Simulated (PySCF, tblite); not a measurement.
# C₅H₇BClF₂ radical: geometry, infrared bands and EPR parameters

Wanted: the infrared bands and EPR parameters of C₅H₇BClF₂ radical (`FB(F)[C]1CC[C@H]1CCl`), by calculation.

Programs: tblite 0.8.0 and PySCF 2.14.0, with density-fitted response routines of our own. Each step states its level of theory. These are calculated values for one molecule in the gas phase, unless marked as measured. Atoms count from 0, in the outputs and in this text.

**1. Starting geometry**

16 atoms, charge 0, multiplicity 2; geometry from: force field or distance geometry start.

Bonds of the start (Å): F0–B1 1.45, B1–F2 1.43, B1–C3 1.59, C3–C4 1.53, C4–C5 1.49, C5–C6 1.52, C6–C7 1.51, C7–Cl8 1.79, C6–C3 1.50, C4–H9 1.11, C4–H10 1.10, C5–H11 1.11, C5–H12 1.10, C6–H13 1.12, C7–H14 1.11, C7–H15 1.10.

**2. Relaxing the molecule with GFN2-xTB**

What the job is given:

```
{"job": {"kind": "relax", "xc": "GFN2-xTB", "basis": "xTB"}, "charge": 0, "multiplicity": 2}
F     -2.386100    -0.488400     1.628900
B     -1.734300     0.726100     1.169800
F     -2.117900     1.979600     1.745200
C     -0.765000     0.691500    -0.089400
C     -1.114700    -0.571400    -0.877900
C      0.324100    -0.964800    -0.875300
C      0.521300     0.014200     0.266300
C      1.788300     0.804300     0.052300
Cl     3.136400    -0.267400     0.557300
H     -1.533800    -0.320100    -1.877300
H     -1.741100    -1.277400    -0.309700
H      0.566300    -1.994600    -0.529800
H      0.829100    -0.632600    -1.791100
H      0.498000    -0.445800     1.291600
H      1.865200     1.039800    -1.033700
H      1.856700     1.715900     0.661400
```

Run with:

```console
OMP_NUM_THREADS=1 python probes_run.py task.json out
```

This one command runs all jobs of the session in turn.

**Question.** This job is followed by: GFN2-xTB harmonic vibrations, gas phase; UKS B3LYP, pcH-1 on B C Cl F H, non-relativistic, mean-field spin-orbit, GIAO. Predict these results of the whole session: strongest single infrared mode (GFN2-xTB); zero-point energy (GFN2-xTB); g(iso) (B3LYP); ⟨S²⟩; largest a(iso) (averaged by class); potential on the surface of density 0.002 e/bohr³, 1st and 99th percentile.

The runs gave:

```
                                                                  quantity                  value
                                 strongest single infrared mode (GFN2-xTB)  1215 cm⁻¹, 261 km/mol
                                              zero-point energy (GFN2-xTB)          71.3 kcal/mol
                                                            g(iso) (B3LYP)                2.00310
                                                                      ⟨S²⟩     0.753 (exact 0.75)
                                        largest a(iso) (averaged by class)    1H on H9, 108.0 MHz
potential on the surface of density 0.002 e/bohr³, 1st and 99th percentile     -0.85 V and 1.33 V
```

In words: The optimisation took 94 steps and gained 2.143 eV; among the close pairs (by a distance rule), F0–B1 changed most, from 1.453 to 1.331 Å. No mode is imaginary among the 42: a minimum at this level. The strongest single mode, at 1215 cm⁻¹, moves mainly B1. Unscaled tight-binding wavenumbers are off by several per cent, some by more. Its intensities can rank the bands wrongly. C3 carries the largest spin population, 0.88 e. The isotropic g lies 0.8 ppt above the free-electron value.
